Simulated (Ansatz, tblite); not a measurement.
# Cis-[IrF2(NH3)4]+ (F₂H₁₂IrN₄+): a ladder of methods and basis sets

An exercise on one series of results from a longer session: the logs are not shown, and one member is left open.

Program: Ansatz 0.2.0, Gaussian basis. Level of theory: as each input shows. These are calculated values, not measurements.

Plan: GFN1-xTB, GFN2-xTB, PBE-D4/def2-TZVP, r2SCAN-D4/def2-TZVP, B3LYP-D4/def2-TZVP, revPBE-D4/def2-TZVP, ωB97M-V/def2-TZVP, HSE06-D4/def2-TZVP, CAM-B3LYP-D4/def2-TZVP, PBE+10HF/def2-SVP, PBE+15HF/def2-SVP, PBE+40HF/def2-SVP, PBE-D4/def2-SVP, PBE0-D4/def2-SVP, CCSD(T)/def2-SVP, MP2/def2-TZVP, RPA/def2-TZVP.

## The structure

The singlet was relaxed beforehand with PBE0-D4/def2-SVP.

19 atoms, charge 1, spin multiplicity 1.

Bond lengths: Ir1–F2 1.964 Å, Ir1–N3 2.097 Å, Ir1–F7 1.964 Å, Ir1–N8 2.097 Å, Ir1–N12 2.075 Å, Ir1–N16 2.075 Å, N3–H4 1.031 Å, N3–H5 1.022 Å, N3–H6 1.022 Å, N8–H9 1.031 Å, N8–H10 1.022 Å, N8–H11 1.022 Å, N12–H13 1.027 Å, N12–H14 1.027 Å, N12–H15 1.021 Å, N16–H17 1.021 Å, N16–H18 1.027 Å, N16–H19 1.027 Å. Angles: F2–Ir1–N3 175.8°, F2–Ir1–F7 97.7°, F2–Ir1–N8 78.1°, F2–Ir1–N12 84.6°, F2–Ir1–N16 84.6°, N3–Ir1–F7 78.1°, N3–Ir1–N8 106.1°, N3–Ir1–N12 95.0°, N3–Ir1–N16 94.9°, F7–Ir1–N8 175.8°, F7–Ir1–N12 84.6°, F7–Ir1–N16 84.6°, N8–Ir1–N12 94.9°, N8–Ir1–N16 95.0°, N12–Ir1–N16 163.5°, Ir1–N3–H4 100.5°, Ir1–N3–H5 117.4°, Ir1–N3–H6 117.4° and more.

Formally the metal is d6. Ir takes a core potential in the def2 sets. No spin-orbit coupling is included. The ion is computed in the gas phase, without counter-ions or solvent.

PBE0-D4/def2-TZVP was run before; its log isn't repeated, and its numbers join the tables.

The first run:

Tight binding, by tblite at 300 K electronic temperature and without a spin-polarisation term:

```python
tblite.interface.Calculator('GFN1-xTB', numbers, positions, charge=1, uhf=0).singlepoint()
```

Tight binding, by tblite at 300 K electronic temperature and without a spin-polarisation term:

```python
tblite.interface.Calculator('GFN2-xTB', numbers, positions, charge=1, uhf=0).singlepoint()
```

start.molden holds the orbitals of an earlier run on this state, given as this run's starting guess.

in.yaml

```yaml
crystal:
  periodic: [false, false, false]
  atoms:
    - {symbol: Ir, position_ang: [0.195584, -0.002373, 0.195231]}
    - {symbol: F, position_ang: [0.064566, -0.025851, 2.154859]}
    - {symbol: N, position_ang: [0.488122, 0.021944, -1.880973]}
    - {symbol: H, position_ang: [1.517932, 0.021835, -1.925383]}
    - {symbol: H, position_ang: [0.161395, 0.843982, -2.392210]}
    - {symbol: H, position_ang: [0.160621, -0.787496, -2.411292]}
    - {symbol: F, position_ang: [2.155138, -0.000966, 0.061073]}
    - {symbol: N, position_ang: [-1.880296, -0.005167, 0.491122]}
    - {symbol: H, position_ang: [-1.923016, -0.016947, 1.520940]}
    - {symbol: H, position_ang: [-2.401950, -0.816985, 0.155426]}
    - {symbol: H, position_ang: [-2.401343, 0.814492, 0.174324]}
    - {symbol: N, position_ang: [0.404910, 2.048629, 0.430649]}
    - {symbol: H, position_ang: [1.404517, 2.225471, 0.275167]}
    - {symbol: H, position_ang: [0.246740, 2.209420, 1.432624]}
    - {symbol: H, position_ang: [-0.128906, 2.743699, -0.093710]}
    - {symbol: N, position_ang: [0.406480, -2.058395, 0.379374]}
    - {symbol: H, position_ang: [-0.127330, -2.740593, -0.161622]}
    - {symbol: H, position_ang: [0.250739, -2.245251, 1.377120]}
    - {symbol: H, position_ang: [1.406116, -2.229437, 0.217260]}
basis:
  gaussian: {orbitals: def2-TZVP, initial_orbitals: start.molden}
total_charge: 1
hamiltonian: {xc: pbe, dispersion: d4}
scf: {omitted_lower_state_checks: [starts]}
output: {forces: true, orbitals: {seedname: orbitals}}
```

Started as:

```console
> ansatz run in.yaml --threads 4 --pin off --events-out ev --progress --plain --max-ram 8704MiB
```

Among the steps run: PBE-D4/def2-TZVP; r2SCAN-D4/def2-TZVP; B3LYP-D4/def2-TZVP; revPBE-D4/def2-TZVP; ωB97M-V/def2-TZVP; HSE06-D4/def2-TZVP; CAM-B3LYP-D4/def2-TZVP; PBE+10HF/def2-SVP; PBE+15HF/def2-SVP; PBE+40HF/def2-SVP; PBE-D4/def2-SVP; PBE0-D4/def2-SVP; CCSD(T)/def2-SVP; MP2/def2-TZVP; RPA/def2-TZVP.

One of the session's tables, all rows but one given; the rest of the session is left out.

It belongs to the step «Levels side by side». 

```
                 level  HOMO (eV)  LUMO (eV)  gap (eV)
       PBE-D4/def2-SVP      -8.42      -4.69      3.73
      PBE-D4/def2-TZVP      -8.54      -4.93      3.61
   revPBE-D4/def2-TZVP      -8.46      -4.84      3.62
   r2SCAN-D4/def2-TZVP      -8.82      -4.62      4.20
    B3LYP-D4/def2-TZVP          ?          ?         ?
      PBE0-D4/def2-SVP     -10.14      -3.67      6.47
     PBE0-D4/def2-TZVP     -10.20      -4.12      6.08
    HSE06-D4/def2-TZVP      -9.78      -4.49      5.30
CAM-B3LYP-D4/def2-TZVP     -11.73      -3.40      8.32
     ωB97M-V/def2-TZVP     -12.79      -2.77     10.02
     PBE+10HF/def2-SVP      -9.09      -4.25      4.85
     PBE+15HF/def2-SVP      -9.44      -4.03      5.41
     PBE+40HF/def2-SVP     -11.23      -3.17      8.06
```

Q: Estimate the row for B3LYP-D4/def2-TZVP from the others.

**Answer.** HOMO (eV): -9.96; LUMO (eV): -4.49; gap (eV): 5.47. In the column «HOMO (eV)» it lies between PBE0-D4/def2-SVP (-10.14) and HSE06-D4/def2-TZVP (-9.78).
